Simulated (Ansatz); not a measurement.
# C2H8Sn: molecular dynamics

Aim: follow the molecule's vibrations and see whether its bonds hold. The start is relaxed first. Runs: 300 steps of 1 fs under a Nosé-Hoover thermostat at 700 K. SMILES of the start: [CH3][SnH2][CH3].

All numbers below are computed with Ansatz 0.2.0 (RHF/def2-SVP).

## 1. The system as given

Bond lengths: Sn1–H2 1.740 Å, Sn1–H3 1.740 Å, Sn1–C4 2.148 Å, C4–H5 1.110 Å, C4–H6 1.110 Å, C4–H7 1.110 Å, Sn1–C8 2.148 Å, C8–H9 1.110 Å, C8–H10 1.110 Å, C8–H11 1.110 Å. Angles (14 of 18 angles, heavy atoms first): C4–Sn1–C8 109.5°, H2–Sn1–C4 109.5°, H2–Sn1–C8 109.5°, H3–Sn1–C4 109.5°, H3–Sn1–C8 109.5°, Sn1–C4–H5 109.5°, Sn1–C4–H6 109.5°, Sn1–C4–H7 109.5°, Sn1–C8–H9 109.5°, Sn1–C8–H10 109.5°, Sn1–C8–H11 109.5°, H2–Sn1–H3 109.4°, H5–C4–H6 109.4°, H5–C4–H7 109.4°.

Coordinates:

```xyz
11

Sn    0.0000    0.0000    0.0000
H     0.0000    0.0000    1.7400
H     1.6408    0.0000   -0.5794
C    -1.0126    1.7544   -0.7160
H    -2.0653    1.5008   -0.9603
H    -0.9943    2.5391    0.0690
H    -0.5023    2.1310   -1.6269
C    -1.0126   -1.7544   -0.7160
H    -1.5123   -2.2661    0.1329
H    -1.7727   -1.4617   -1.4701
H    -0.2768   -2.4431   -1.1811
```

## 2. Preparing the start

input.yaml reads:

```yaml
crystal:
  periodic: [false, false, false]
  atoms:
    - { symbol: Sn, position_ang: [0.0, 0.0, 0.0] }
    - { symbol: H, position_ang: [0.0, 0.0, 1.74] }
    - { symbol: H, position_ang: [1.6408, 0.0, -0.5794] }
    - { symbol: C, position_ang: [-1.0126, 1.7544, -0.716] }
    - { symbol: H, position_ang: [-2.0653, 1.5008, -0.9603] }
    - { symbol: H, position_ang: [-0.9943, 2.5391, 0.069] }
    - { symbol: H, position_ang: [-0.5023, 2.131, -1.6269] }
    - { symbol: C, position_ang: [-1.0126, -1.7544, -0.716] }
    - { symbol: H, position_ang: [-1.5123, -2.2661, 0.1329] }
    - { symbol: H, position_ang: [-1.7727, -1.4617, -1.4701] }
    - { symbol: H, position_ang: [-0.2768, -2.4431, -1.1811] }
basis:
  gaussian: { orbitals: def2-SVP }
hamiltonian:
  xc: hf
relax:
  f_tol: 0.02
  max_steps: 40
output:
  orbitals: {}
```

Launch:

```sh
> ansatz run input.yaml --threads 1 --pin off --max-ram 2048MiB --backend cpu --events-out ev --progress --plain --runs-dir out
```

After this run come: Dynamics.

What does the calculation give? Wanted: relaxation of the start; temperature, first and last step; temperature, second half; potential energy, second half; largest change of the conserved energy; bonds formed or broken.

**Answer**, as computed:

| quantity | value |
| --- | --- |
| relaxation of the start | 12 moves, 0.111 eV lower |
| length | 300 steps of 1 fs |
| temperature, first and last step | 700 and 875 K |
| temperature, second half | mean 695 K, from 504 to 911 K |
| potential energy, second half | +55 meV/atom from the start |
| largest change of the conserved energy | 3.77 meV/atom |
| bonds formed or broken | 0 |

In words: Against a set 700 K the second half averages 695 K with a spread of 93 K. The conserved energy strays from its start by at most 3.77 meV/atom, 6.2 % of the mean kinetic energy, which is poor: the step of 1 fs is too long for the fastest motion. The bonding pattern survives the run. Averages from a run of 300 fs with 11 atoms are rough. The nuclei move classically, without zero-point motion, which matters most for hydrogen.
